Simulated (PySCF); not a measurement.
# C₁₃H₉BrOSe: NMR shieldings

Aim: compute the NMR shieldings of C₁₃H₉BrOSe (`O=C([Se]c1ccc(Br)cc1)c1ccccc1`).

Computed with PySCF 2.14.0 and routines of our own; the level stands in each step. Atoms count from 0.

## 1. The starting structure

25 atoms, charge 0, multiplicity 1; geometry from: GFN2-xTB.

## 2. NMR shieldings: PBE0/pcSseg-1 Br:us-x2c-TZVPall-2c Se:us-x2c-TZVPall-2c, spin–orbit

What the job is given:

```
{"job": {"kind": "hnmr", "xc": "PBE0", "basis": {"default": "pcSseg-1", "Br": "us-x2c-TZVPall-2c", "Se": "us-x2c-TZVPall-2c"}, "rel": "so"}, "charge": 0, "multiplicity": 1}
O      0.082280     0.971217     0.879652
C     -0.585501     0.190575     0.262033
Se     0.330308    -1.119276    -0.873599
C      2.117745    -0.553420    -0.469655
C      2.498644     0.756398    -0.715948
C      3.780755     1.166455    -0.402121
C      4.668063     0.252439     0.141200
Br     6.436920     0.812337     0.571230
C      4.300759    -1.062619     0.373348
C      3.014791    -1.465497     0.065129
C     -2.049191     0.101686     0.273736
C     -2.755649    -0.797031    -0.521143
C     -4.135442    -0.827943    -0.471486
C     -4.819445     0.035149     0.371777
C     -4.122273     0.929841     1.168970
C     -2.742509     0.967149     1.122359
H      1.797701     1.458185    -1.142714
H      4.088620     2.185267    -0.581565
H      5.008909    -1.760006     0.794235
H      2.706966    -2.485971     0.244420
H     -2.218187    -1.470234    -1.180074
H     -4.681078    -1.524929    -1.089248
H     -5.898213     0.008049     0.407215
H     -4.655877     1.598816     1.827138
H     -2.180028     1.657507     1.732937
```

Level: PBE0/pcSseg-1 Br:us-x2c-TZVPall-2c Se:us-x2c-TZVPall-2c GIAO NMR shielding, X2C with spin-orbit coupling, screened-nuclear two-electron part, Gaussian nuclei, gas phase.

On the command line:

```bash
OMP_NUM_THREADS=2 python heavy_run.py task.json out
```

The driver reads the jobs from task.json and runs them one after another.

What it wrote:

```text
spin-free SCF
coarse grid: 109432 points
cycle   1  E = -5610.9766018207  dE =  3.003e+00  |g| = 8.816e-01  |ddm| = 5.528e+00
cycle   2  E = -5610.3563828245  dE =  6.202e-01  |g| = 1.956e+00  |ddm| = 2.822e+00
cycle   3  E = -5611.1121087959  dE = -7.557e-01  |g| = 2.473e-01  |ddm| = 2.270e+00
cycle   4  E = -5611.1239395703  dE = -1.183e-02  |g| = 1.246e-01  |ddm| = 4.088e-01
cycle   5  E = -5611.1273341817  dE = -3.395e-03  |g| = 4.272e-02  |ddm| = 1.541e-01
cycle   6  E = -5611.1277398629  dE = -4.057e-04  |g| = 1.585e-02  |ddm| = 5.631e-02
cycle   7  E = -5611.1278084095  dE = -6.855e-05  |g| = 3.627e-03  |ddm| = 1.969e-02
cycle   8  E = -5611.1278114172  dE = -3.008e-06  |g| = 1.393e-03  |ddm| = 4.627e-03
final grid: 231408 points
cycle   9  E = -5611.1277680629  dE =  7.360e-07  |g| = 2.403e-03  |ddm| = 5.742e-03
cycle  10  E = -5611.1277644883  dE =  3.575e-06  |g| = 4.574e-03  |ddm| = 6.702e-03
cycle  11  E = -5611.1277694258  dE = -4.938e-06  |g| = 3.891e-04  |ddm| = 4.481e-03
cycle  12  E = -5611.1277694639  dE = -3.807e-08  |g| = 8.112e-05  |ddm| = 4.523e-04
cycle  13  E = -5611.1277694651  dE = -1.190e-09  |g| = 1.964e-05  |ddm| = 9.223e-05
converged SCF energy = -5611.1277694651
two-component SCF
cycle   1  E = -5611.0080832062  dE = -5.611e+03  |FDS-SDF| = 1.205e+01
cycle   2  E = -5611.2653779775  dE = -2.573e-01  |FDS-SDF| = 1.273e-01
cycle   3  E = -5611.2656021131  dE = -2.241e-04  |FDS-SDF| = 4.425e-03
cycle   4  E = -5611.2656196503  dE = -1.754e-05  |FDS-SDF| = 1.844e-03
cycle   5  E = -5611.2656221742  dE = -2.524e-06  |FDS-SDF| = 1.302e-03
cycle   6  E = -5611.2656229426  dE = -7.684e-07  |FDS-SDF| = 5.883e-04
cycle   7  E = -5611.2656230469  dE = -1.043e-07  |FDS-SDF| = 2.095e-04
cycle   8  E = -5611.2656230698  dE = -2.282e-08  |FDS-SDF| = 7.148e-05
converged, E = -5611.2656230698

Field gradients (au) and densities at the nuclei (bohr^-3)
atom        Vxx        Vyy        Vzz        centre      nuclear mean
  0 O      0.5422     1.0022    -1.5444        282.656        282.656
  1 C     -0.0588    -0.3637     0.4224        114.678        114.678
  2 Se     0.6519     4.3571    -5.0090      35311.589      35287.743
  3 C      0.1291     0.1590    -0.2881        114.585        114.585
  4 C     -0.1582    -0.1749     0.3331        114.632        114.632
  5 C     -0.1158    -0.1687     0.2846        114.620        114.620
  6 C      0.1024     0.2832    -0.3855        114.593        114.593
  7 Br    -3.7455    -4.2555     8.0010      39258.143      39229.673
  8 C     -0.1159    -0.1628     0.2787        114.617        114.617
  9 C     -0.1486    -0.1684     0.3169        114.629        114.629
 10 C     -0.0339    -0.2012     0.2352        114.597        114.597
 11 C     -0.1471    -0.2023     0.3494        114.628        114.628
 12 C     -0.1442    -0.1772     0.3213        114.609        114.609
 13 C     -0.1634    -0.2091     0.3725        114.627        114.627
 14 C     -0.1462    -0.1852     0.3314        114.613        114.613
 15 C     -0.1681    -0.2140     0.3821        114.635        114.635
 16 H     -0.1498    -0.1732     0.3231          0.388          0.388
 17 H     -0.1514    -0.1733     0.3247          0.387          0.387
 18 H     -0.1514    -0.1735     0.3249          0.387          0.387
 19 H     -0.1505    -0.1713     0.3218          0.388          0.388
 20 H     -0.1426    -0.1702     0.3128          0.387          0.387
 21 H     -0.1528    -0.1735     0.3263          0.389          0.389
 22 H     -0.1540    -0.1717     0.3257          0.390          0.390
 23 H     -0.1531    -0.1731     0.3261          0.389          0.389
 24 H     -0.1535    -0.1664     0.3199          0.385          0.385
without picture change
  2 Se                          -5.1699                     53191.210
  7 Br                           8.2654                     60005.480

Core orbital energies (eV)
atom   shell        mean    spread
  2 Se 1s       -12552.466   0.000
  2 Se 2s        -1628.530   0.000
  2 Se 3s         -222.254   0.000
  2 Se 4s          -20.859   0.000
  2 Se 2p1/2     -1459.246   0.000
  2 Se 2p3/2     -1417.698   0.048
  2 Se 3p1/2      -163.965   0.000
  2 Se 3p3/2      -158.010   0.159
  2 Se 3d3/2       -57.546   0.194
  2 Se 3d5/2       -56.670   0.253
  7 Br 1s       -13365.914   0.000
  7 Br 2s        -1755.047   0.000
  7 Br 3s         -247.225   0.000
  7 Br 4s          -22.426   0.000
  7 Br 2p1/2     -1578.610   0.000
  7 Br 2p3/2     -1531.362   0.066
  7 Br 3p1/2      -185.501   0.000
  7 Br 3p3/2      -178.573   0.203
  7 Br 3d3/2       -71.551   0.232
  7 Br 3d5/2       -70.485   0.311

Shielding tensors (ppm)
atom      isotropic    diamagn.    paramagn.     s11        s22        s33       span
  0 O      -269.93      405.85     -675.78    -837.63    -291.11     318.96    1156.59
  1 C        -9.98      250.65     -260.63     -88.54      -5.43      64.03     152.57
  2 Se     1380.38     2882.44    -1502.06     703.19    1519.88    1918.06    1214.87
  3 C        54.41      256.25     -201.85     -44.30      41.34     166.18     210.48
  4 C        39.27      250.51     -211.23     -65.98      28.72     155.08     221.06
  5 C        48.49      252.15     -203.66     -52.47      46.17     151.78     204.24
  6 C        53.75      250.18     -196.43     -50.86      67.47     144.63     195.49
  7 Br     2327.08     2984.62     -657.54    1876.56    1937.41    3167.27    1290.71
  8 C        49.16      251.61     -202.45     -52.05      47.66     151.87     203.92
  9 C        44.89      251.36     -206.47     -59.67      40.92     153.44     213.11
 10 C        46.54      262.25     -215.71     -43.86      27.48     156.00     199.86
 11 C        50.60      252.06     -201.46     -51.80      29.54     174.06     225.86
 12 C        53.14      252.40     -199.25     -57.17      37.71     178.88     236.05
 13 C        46.44      253.68     -207.23     -66.26      28.21     177.38     243.64
 14 C        52.43      254.02     -201.60     -57.67      36.49     178.46     236.14
 15 C        53.80      244.30     -190.50     -50.82      29.45     182.79     233.61
 16 H        23.98       33.87       -9.89      19.28      21.95      30.72      11.44
 17 H        23.75       29.60       -5.85      18.77      23.03      29.44      10.68
 18 H        23.85       28.48       -4.63      18.64      23.48      29.44      10.80
 19 H        24.05       33.47       -9.42      18.75      23.42      29.97      11.22
 20 H        23.21       34.35      -11.14      17.40      21.20      31.04      13.64
 21 H        23.87       28.85       -4.98      20.24      24.02      27.36       7.12
 22 H        23.74       26.32       -2.57      20.57      24.13      26.53       5.96
 23 H        23.88       27.95       -4.06      20.25      24.39      27.01       6.75
 24 H        23.24       32.63       -9.39      18.42      22.98      28.31       9.89
```

Run time: 28 min. Hardware: 2 threads of Arm Neoverse V2, shared host; peak memory 4.2 GiB.

Key values:

| quantity | value |
| --- | --- |
| energy from spin-orbit coupling | -0.1379 Eh |

## 3. NMR shieldings: PBE0/pcSseg-1 Br:us-x2c-TZVPall-2c Se:us-x2c-TZVPall-2c, spin-free

The job, as its differences from that of step 2:

```diff
@@ -1,2 +1,2 @@
-{"job": {"kind": "hnmr", "xc": "PBE0", "basis": {"default": "pcSseg-1", "Br": "us-x2c-TZVPall-2c", "Se": "us-x2c-TZVPall-2c"}, "rel": "so"}, "charge": 0, "multiplicity": 1}
+{"job": {"kind": "hnmr", "xc": "PBE0", "basis": {"default": "pcSseg-1", "Br": "us-x2c-TZVPall-2c", "Se": "us-x2c-TZVPall-2c"}, "rel": "sf"}, "charge": 0, "multiplicity": 1}
 O      0.082280     0.971217     0.879652
```

With the program's defaults for keys left out, this is: PBE0/pcSseg-1 Br:us-x2c-TZVPall-2c Se:us-x2c-TZVPall-2c GIAO NMR shielding, spin-free X2C, Gaussian nuclei, gas phase.

What it wrote:

```text
spin-free SCF
coarse grid: 109432 points
cycle   1  E = -5610.9766018207  dE =  3.003e+00  |g| = 8.816e-01  |ddm| = 5.528e+00
cycle   2  E = -5610.3563828245  dE =  6.202e-01  |g| = 1.956e+00  |ddm| = 2.822e+00
cycle   3  E = -5611.1121087959  dE = -7.557e-01  |g| = 2.473e-01  |ddm| = 2.270e+00
cycle   4  E = -5611.1239395703  dE = -1.183e-02  |g| = 1.246e-01  |ddm| = 4.088e-01
cycle   5  E = -5611.1273341817  dE = -3.395e-03  |g| = 4.272e-02  |ddm| = 1.541e-01
cycle   6  E = -5611.1277398629  dE = -4.057e-04  |g| = 1.585e-02  |ddm| = 5.631e-02
cycle   7  E = -5611.1278084095  dE = -6.855e-05  |g| = 3.627e-03  |ddm| = 1.969e-02
cycle   8  E = -5611.1278114172  dE = -3.008e-06  |g| = 1.393e-03  |ddm| = 4.627e-03
final grid: 231408 points
cycle   9  E = -5611.1277680629  dE =  7.360e-07  |g| = 2.403e-03  |ddm| = 5.742e-03
cycle  10  E = -5611.1277644883  dE =  3.575e-06  |g| = 4.574e-03  |ddm| = 6.702e-03
cycle  11  E = -5611.1277694258  dE = -4.938e-06  |g| = 3.891e-04  |ddm| = 4.481e-03
cycle  12  E = -5611.1277694639  dE = -3.807e-08  |g| = 8.112e-05  |ddm| = 4.523e-04
cycle  13  E = -5611.1277694651  dE = -1.190e-09  |g| = 1.964e-05  |ddm| = 9.223e-05
converged SCF energy = -5611.1277694651
check of the scalar solution
cycle   1  E = -5611.1277694651  dE = -5.611e+03  |FDS-SDF| = 1.964e-05
cycle   2  E = -5611.1277694649  dE =  2.019e-10  |FDS-SDF| = 3.048e-05
converged, E = -5611.1277694649

Field gradients (au) and densities at the nuclei (bohr^-3)
atom        Vxx        Vyy        Vzz        centre      nuclear mean
  0 O      0.5424     1.0022    -1.5446        282.656        282.656
  1 C     -0.0585    -0.3638     0.4224        114.678        114.678
  2 Se     0.6510     4.3591    -5.0101      35309.389      35285.543
  3 C      0.1293     0.1589    -0.2882        114.585        114.585
  4 C     -0.1582    -0.1749     0.3331        114.632        114.632
  5 C     -0.1157    -0.1688     0.2845        114.620        114.620
  6 C      0.1017     0.2843    -0.3860        114.592        114.592
  7 Br    -3.7497    -4.2603     8.0100      39255.480      39227.010
  8 C     -0.1158    -0.1629     0.2787        114.617        114.617
  9 C     -0.1486    -0.1683     0.3169        114.629        114.629
 10 C     -0.0339    -0.2012     0.2351        114.597        114.597
 11 C     -0.1471    -0.2023     0.3494        114.628        114.628
 12 C     -0.1442    -0.1772     0.3213        114.609        114.609
 13 C     -0.1634    -0.2091     0.3725        114.627        114.627
 14 C     -0.1462    -0.1852     0.3314        114.613        114.613
 15 C     -0.1681    -0.2140     0.3821        114.635        114.635
 16 H     -0.1498    -0.1732     0.3231          0.388          0.388
 17 H     -0.1514    -0.1733     0.3247          0.387          0.387
 18 H     -0.1514    -0.1735     0.3249          0.387          0.387
 19 H     -0.1505    -0.1713     0.3218          0.388          0.388
 20 H     -0.1426    -0.1702     0.3128          0.387          0.387
 21 H     -0.1528    -0.1735     0.3263          0.389          0.389
 22 H     -0.1540    -0.1717     0.3257          0.390          0.390
 23 H     -0.1531    -0.1731     0.3261          0.389          0.389
 24 H     -0.1535    -0.1664     0.3199          0.385          0.385
without picture change
  2 Se                          -5.1711                     53191.648
  7 Br                           8.2781                     60006.019

Core orbital energies (eV)
atom   shell        mean    spread
  2 Se 1s       -12552.638   0.000
  2 Se 2s        -1628.563   0.000
  2 Se 3s         -222.262   0.000
  2 Se 4s          -20.862   0.000
  2 Se 2p        -1431.341   0.081
  2 Se 3p         -159.966   0.269
  2 Se 3d          -57.024   0.273
  7 Br 1s       -13366.113   0.000
  7 Br 2s        -1755.084   0.000
  7 Br 3s         -247.232   0.000
  7 Br 4s          -22.427   0.000
  7 Br 2p        -1546.860   0.100
  7 Br 3p         -180.845   0.313
  7 Br 3d          -70.914   0.351

Shielding tensors (ppm)
atom      isotropic    diamagn.    paramagn.     s11        s22        s33       span
  0 O      -272.71      405.30     -678.02    -838.37    -300.18     320.41    1158.78
  1 C       -19.48      250.42     -269.90     -97.99     -18.02      57.57     155.55
  2 Se     1108.79     3019.66    -1910.87     465.08    1199.71    1661.58    1196.50
  3 C        45.60      256.20     -210.60     -45.16      32.55     149.42     194.58
  4 C        39.93      250.44     -210.51     -64.87      28.94     155.73     220.60
  5 C        48.48      251.76     -203.28     -51.82      45.37     151.89     203.71
  6 C        38.51      249.83     -211.32     -52.40      46.32     121.61     174.01
  7 Br     2005.06     3133.71    -1128.65    1498.18    1560.44    2956.54    1458.36
  8 C        49.14      251.19     -202.05     -51.48      46.88     152.03     203.51
  9 C        45.77      251.38     -205.61     -58.00      41.13     154.18     212.17
 10 C        48.06      262.35     -214.29     -41.45      29.69     155.95     197.40
 11 C        50.61      251.92     -201.31     -51.61      28.64     174.82     226.43
 12 C        52.88      252.27     -199.39     -57.35      37.52     178.47     235.83
 13 C        45.86      253.58     -207.73     -66.94      27.64     176.87     243.81
 14 C        52.13      253.90     -201.77     -57.95      36.40     177.93     235.88
 15 C        53.22      244.10     -190.88     -51.42      28.83     182.25     233.67
 16 H        23.92       33.86       -9.94      19.30      21.82      30.65      11.35
 17 H        23.85       29.64       -5.79      18.96      22.99      29.61      10.65
 18 H        23.97       28.51       -4.54      18.84      23.44      29.63      10.79
 19 H        24.04       33.45       -9.41      18.79      23.39      29.95      11.15
 20 H        23.23       34.35      -11.12      17.40      21.17      31.12      13.72
 21 H        23.87       28.85       -4.98      20.21      24.02      27.40       7.19
 22 H        23.78       26.31       -2.53      20.53      24.18      26.62       6.09
 23 H        23.87       27.94       -4.07      20.21      24.41      26.98       6.77
 24 H        23.27       32.63       -9.36      18.36      23.03      28.43      10.07
```

Wall time 8.2 min (2 threads of Arm Neoverse V2, shared host); peak memory 3.2 GiB.

## 4. Shieldings side by side

| run | Br7 | Se2 | C6 | C1 | C3 | O0 | C10 | time |
| --- | --- | --- | --- | --- | --- | --- | --- | --- |
| step 2, PBE0/pcSseg-1 Br:us-x2c-TZVPall-2c Se:us-x2c-TZVPall-2c, spin–orbit | 2327.1 | 1380.4 | 53.7 | -10.0 | 54.4 | -269.9 | 46.5 | 28 min |
| step 3, PBE0/pcSseg-1 Br:us-x2c-TZVPall-2c Se:us-x2c-TZVPall-2c, spin-free | 2005.1 | 1108.8 | 38.5 | -19.5 | 45.6 | -272.7 | 48.1 | 8.2 min |

## 5. Results

```
                                                                                                     quantity                                                                                                                                                              value
energy from spin-orbit coupling (step 2, PBE0/pcSseg-1 Br:us-x2c-TZVPall-2c Se:us-x2c-TZVPall-2c, spin–orbit)                                                                                                                                                         -0.1379 Eh
                     shieldings (step 2, PBE0/pcSseg-1 Br:us-x2c-TZVPall-2c Se:us-x2c-TZVPall-2c, spin–orbit)  O0 -269.9, C1 -10.0, Se2 1380.4, C3 54.4, C4 39.3, C5 48.5, C6 53.7, Br7 2327.1, C8 49.2, C9 44.9, C10 46.5, C11 50.6, C12 53.1, C13 46.4, C14 52.4, C15 53.8 ppm
                      shieldings (step 3, PBE0/pcSseg-1 Br:us-x2c-TZVPall-2c Se:us-x2c-TZVPall-2c, spin-free)  O0 -272.7, C1 -19.5, Se2 1108.8, C3 45.6, C4 39.9, C5 48.5, C6 38.5, Br7 2005.1, C8 49.1, C9 45.8, C10 48.1, C11 50.6, C12 52.9, C13 45.9, C14 52.1, C15 53.2 ppm
```

What this shows: In step 2, Br7 has the widest tensor, 1291 ppm. Br7 moves most between the runs, by 322 ppm; the labels say what changes from run to run.
